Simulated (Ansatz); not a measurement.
# AlAsH6O2 (built from SMILES [AsH3].[OH][AlH][OH]): search for a transition state

Aim: find the saddle point of a four-centre ligand exchange that is to form Al1–As6, H2–H5 and break Al1–H2, H5–As6, prove it by its vibrations, and relax downhill on both sides to see what it joins.

The runs use Ansatz 0.2.0, Gaussian basis; PBE0-D4, def2-SVP first, then def2-TZVP.

152 further runs of the same task are left out: 152 set aside as unsound or not needed.

## 1. Where the work starts

The guess: 10 atoms, charge 0, spin multiplicity 1.

Atoms are counted from 1 here; the program's logs count them from 0.

Bond lengths: Al1–H2 1.761 Å, Al1–O3 1.652 Å, Al1–O4 1.652 Å, Al1–As6 2.415 Å, O3–H7 0.945 Å, O4–H8 0.946 Å, As6–H9 1.545 Å, As6–H10 1.498 Å. Angles: H2–Al1–O3 103.8°, H2–Al1–O4 108.0°, H2–Al1–As6 72.5°, O3–Al1–O4 129.7°, O3–Al1–As6 110.7°, O4–Al1–As6 115.5°, Al1–O3–H7 175.5°, Al1–O4–H8 173.4°, Al1–As6–H9 142.5°, Al1–As6–H10 86.3°, H9–As6–H10 89.2°.

Geometry (Å):

```xyz
10
AlAsH6O2
Al   -0.6669    0.2548   -0.1778
H     0.0894   -0.9009   -1.2696
O    -0.8972    1.5925   -1.1188
O    -1.7438   -0.5672    0.7684
H     1.2292   -0.9314   -1.0680
As    1.6514    0.0558    0.4703
H    -1.1022    2.3489   -1.6467
H    -2.4388   -0.9824    1.2572
H     2.6283    0.3453    1.6311
H     1.2506   -1.2154    1.1537
```

Distances that are to change: Al1–As6 2.42 Å, H2–H5 1.16 Å, Al1–H2 1.76 Å, H5–As6 1.88 Å.

## 2. Constrained relaxation of the guess

hold/in.yaml reads:

```yaml
crystal:
  periodic: [false, false, false]
  atoms:
    - {symbol: Al, position_ang: [-0.666900, 0.254800, -0.177800]}
    - {symbol: H, position_ang: [0.089400, -0.900900, -1.269600]}
    - {symbol: O, position_ang: [-0.897200, 1.592500, -1.118800]}
    - {symbol: O, position_ang: [-1.743800, -0.567200, 0.768400]}
    - {symbol: H, position_ang: [1.229200, -0.931400, -1.068000]}
    - {symbol: As, position_ang: [1.651400, 0.055800, 0.470300]}
    - {symbol: H, position_ang: [-1.102200, 2.348900, -1.646700]}
    - {symbol: H, position_ang: [-2.438800, -0.982400, 1.257200]}
    - {symbol: H, position_ang: [2.628300, 0.345300, 1.631100]}
    - {symbol: H, position_ang: [1.250600, -1.215400, 1.153700]}
basis:
  gaussian: {orbitals: def2-SVP}
hamiltonian: {xc: pbe0, dispersion: d4}
relax: {f_tol: 0.04, max_steps: 150, escape_saddle: false, constraints: [{distance: [0, 5]}, {distance: [1, 4]}, {distance: [0, 1]}, {distance: [4, 5]}]}
```

Run with:

```
$ ansatz run in.yaml --threads 8 --pin off --events-out ev --progress --plain --max-ram 19148MiB
```

After this run come: A starting Hessian; Saddle search in the small basis; Saddle search in triple zeta; Vibrations at the point found; Relaxing after a step of 0.30 Å one way along the mode; Relaxing after a step of 0.30 Å the other way along the mode.

Q: Predict the outcome of this session. Wanted: imaginary mode; barrier from the start side; barrier from the end side; energy of the step; pairs that change; zero-point energy at the saddle.

**Answer**, as computed:

| quantity | value |
| --- | --- |
| imaginary mode | 1091i cm⁻¹ |
| barrier from the start side | 1.482 eV |
| barrier from the end side | 1.575 eV |
| energy of the step | -0.093 eV |
| pairs that change | H2–H5 formed, Al1–H2 broken, H5–As6 broken |
| zero-point energy at the saddle | 1.496 eV |

In words: One imaginary mode, 1091i cm⁻¹, makes this a first-order saddle. Going downhill both ways gives the intended start and end. At PBE0-D4/def2-TZVP the electronic barrier is 1.482 eV, about 58 kT at 298 K, and the step runs 0.093 eV downhill. With so stiff a mode tunnelling counts: Wigner's rough correction is a factor of 2.2 at 298 K. These are plain relaxations, not an intrinsic reaction coordinate. The ends are the nearest minima, not always the lowest complexes.
